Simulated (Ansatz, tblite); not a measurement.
**C₂₀H₆F₆N₆S₆: one state, many levels**

The task here is to estimate one member of a computed series from the others.

Method: as each input shows; program: Ansatz 0.2.0, Gaussian basis.

Levels to be run: GFN1-xTB, GFN2-xTB, PBE-D4/def2-SVP, r2SCAN-D4/def2-SVP, r2SCAN0-D4/def2-SVP, ωB97M-V/def2-SVP, B3LYP-D4/def2-SVP, LC-ωPBE(0.10)/def2-SVP, LC-ωPBE(0.15)/def2-SVP, LC-ωPBE(0.20)/def2-SVP, LC-ωPBE(0.30)/def2-SVP, PBE0-D4/def2-TZVP, PBE-D4/def2-TZVP, MP2/def2-SVP, RPA/def2-SVP.

## The geometry

The singlet was relaxed beforehand with PBE-D4/def2-SVP.

SMILES `FC(F)(F)c1cnc(-c2cnc(-c3cnc(-c4cnc(-c5cnc(-c6cnc(C(F)(F)F)s6)s5)s4)s3)s2)s1`, 44 atoms, charge 0, spin multiplicity 1.

Bond lengths: F1–C2 1.352 Å, C2–F3 1.354 Å, C2–F4 1.354 Å, C2–C5 1.498 Å, C5–C6 1.386 Å, C5–S38 1.736 Å, C6–N7 1.359 Å, C6–H39 1.099 Å, N7–C8 1.322 Å, C8–C9 1.444 Å, C8–S38 1.769 Å, C9–C10 1.399 Å, C9–S37 1.743 Å, C10–N11 1.352 Å, C10–H40 1.099 Å, N11–C12 1.325 Å, C12–C13 1.440 Å, C12–S37 1.771 Å and more. Angles: F1–C2–F3 107.9°, F1–C2–F4 107.9°, F1–C2–C5 110.2°, F3–C2–F4 106.8°, F3–C2–C5 111.9°, F4–C2–C5 111.9°, C2–C5–C6 127.6°, C2–C5–S38 122.5°, C6–C5–S38 110.0°, C5–C6–N7 116.1°, C5–C6–H39 123.5°, N7–C6–H39 120.4°, C6–N7–C8 111.2°, N7–C8–C9 123.6°, N7–C8–S38 114.3°, C9–C8–S38 122.1°, C8–C9–C10 126.4°, C8–C9–S37 124.4° and more.

PBE0-D4/def2-SVP was run before; its log isn't repeated, and its numbers join the tables.

Set-up of the first run:

Tight binding, by tblite at 300 K electronic temperature and without a spin-polarisation term:

```python
tblite.interface.Calculator('GFN1-xTB', numbers, positions, charge=0, uhf=0).singlepoint()
```

Tight binding, by tblite at 300 K electronic temperature and without a spin-polarisation term:

```python
tblite.interface.Calculator('GFN2-xTB', numbers, positions, charge=0, uhf=0).singlepoint()
```

start.molden holds the orbitals of an earlier run on this state, given as this run's starting guess.

in.yaml reads:

```yaml
crystal:
  periodic: [false, false, false]
  atoms:
    - {symbol: F, position_ang: [11.772812, 0.630037, 2.841727]}
    - {symbol: C, position_ang: [10.454577, 0.743664, 3.117523]}
    - {symbol: F, position_ang: [10.177811, -0.065728, 4.167713]}
    - {symbol: F, position_ang: [10.223620, 2.013133, 3.529473]}
    - {symbol: C, position_ang: [9.640310, 0.391169, 1.910968]}
    - {symbol: C, position_ang: [10.102674, 0.000435, 0.663639]}
    - {symbol: N, position_ang: [9.151233, -0.265750, -0.269300]}
    - {symbol: C, position_ang: [7.937023, -0.090884, 0.223613]}
    - {symbol: C, position_ang: [6.728213, -0.299537, -0.538696]}
    - {symbol: C, position_ang: [6.649071, -0.705766, -1.874875]}
    - {symbol: N, position_ang: [5.405616, -0.838021, -2.389545]}
    - {symbol: C, position_ang: [4.474844, -0.545911, -1.493559]}
    - {symbol: C, position_ang: [3.061401, -0.599883, -1.764751]}
    - {symbol: C, position_ang: [2.460817, -0.956607, -2.978976]}
    - {symbol: N, position_ang: [1.110024, -0.938180, -3.007699]}
    - {symbol: C, position_ang: [0.602451, -0.573352, -1.839650]}
    - {symbol: C, position_ang: [-0.810569, -0.466314, -1.582926]}
    - {symbol: C, position_ang: [-1.842723, -0.720676, -2.493721]}
    - {symbol: N, position_ang: [-3.102494, -0.554138, -2.029879]}
    - {symbol: C, position_ang: [-3.109946, -0.170063, -0.762485]}
    - {symbol: C, position_ang: [-4.305710, 0.084050, -0.004985]}
    - {symbol: C, position_ang: [-4.480614, 0.489089, 1.322504]}
    - {symbol: N, position_ang: [-5.758623, 0.641860, 1.740359]}
    - {symbol: C, position_ang: [-6.615046, 0.365599, 0.766726]}
    - {symbol: C, position_ang: [-8.049631, 0.445607, 0.934913]}
    - {symbol: C, position_ang: [-8.734565, 0.807263, 2.097386]}
    - {symbol: N, position_ang: [-10.092384, 0.808319, 2.007829]}
    - {symbol: C, position_ang: [-10.482823, 0.458410, 0.808763]}
    - {symbol: C, position_ang: [-11.928662, 0.354984, 0.375639]}
    - {symbol: F, position_ang: [-12.753892, 0.690471, 1.372522]}
    - {symbol: F, position_ang: [-12.172177, 1.168226, -0.680232]}
    - {symbol: F, position_ang: [-12.221648, -0.906718, -0.021766]}
    - {symbol: S, position_ang: [-9.195513, 0.092279, -0.328445]}
    - {symbol: S, position_ang: [-5.867134, -0.111201, -0.757008]}
    - {symbol: S, position_ang: [-1.497672, 0.013912, -0.052984]}
    - {symbol: S, position_ang: [1.819116, -0.219138, -0.601798]}
    - {symbol: S, position_ang: [5.117080, -0.075074, 0.088403]}
    - {symbol: S, position_ang: [7.905105, 0.428615, 1.914719]}
    - {symbol: H, position_ang: [11.168588, -0.097300, 0.414594]}
    - {symbol: H, position_ang: [7.541467, -0.909158, -2.482799]}
    - {symbol: H, position_ang: [3.046178, -1.237736, -3.865254]}
    - {symbol: H, position_ang: [-1.653060, -1.038273, -3.528131]}
    - {symbol: H, position_ang: [-3.649883, 0.682058, 2.018121]}
    - {symbol: H, position_ang: [-8.225252, 1.076228, 3.032362]}
basis:
  gaussian: {orbitals: def2-SVP, fitting: {mean_field: def2-universal-jkfit}, initial_orbitals: start.molden}
hamiltonian: {xc: pbe, dispersion: d4}
scf: {omitted_lower_state_checks: [starts]}
output: {forces: true, orbitals: {seedname: orbitals}}
```

Run with:

```
ansatz run in.yaml --threads 2 --pin off --events-out ev --progress --plain --max-ram 32768MiB --backend cuda --devices 0, --max-vram 18GiB
```

Among the steps run: PBE-D4/def2-SVP; r2SCAN-D4/def2-SVP; r2SCAN0-D4/def2-SVP; ωB97M-V/def2-SVP; B3LYP-D4/def2-SVP; LC-ωPBE(0.10)/def2-SVP; LC-ωPBE(0.15)/def2-SVP; LC-ωPBE(0.20)/def2-SVP; LC-ωPBE(0.30)/def2-SVP; PBE0-D4/def2-TZVP; PBE-D4/def2-TZVP; MP2/def2-SVP; RPA/def2-SVP.

One of the session's tables, all rows but one given; the rest of the session is left out.

It belongs to the step «Binding energy». 

```
              level  binding an atom (eV)
        HF/def2-SVP                 3.328
    PBE-D4/def2-SVP                 5.503
   PBE-D4/def2-TZVP                 5.405
 r2SCAN-D4/def2-SVP                 5.197
  B3LYP-D4/def2-SVP                 5.148
   PBE0-D4/def2-SVP                     ?
  PBE0-D4/def2-TZVP                 5.181
r2SCAN0-D4/def2-SVP                 5.022
   ωB97M-V/def2-SVP                 5.188
       MP2/def2-SVP                 4.994
```

**Question.** Estimate the row for PBE0-D4/def2-SVP.

The run gave: binding an atom (eV): 5.264. In the column «binding an atom (eV)» it lies between r2SCAN-D4/def2-SVP (5.197) and PBE-D4/def2-TZVP (5.405).

Caveats from the session: Free atoms were run apart at each level; binding is atoms less cluster, divided by the number of atoms, without zero-point or spin-orbit terms.
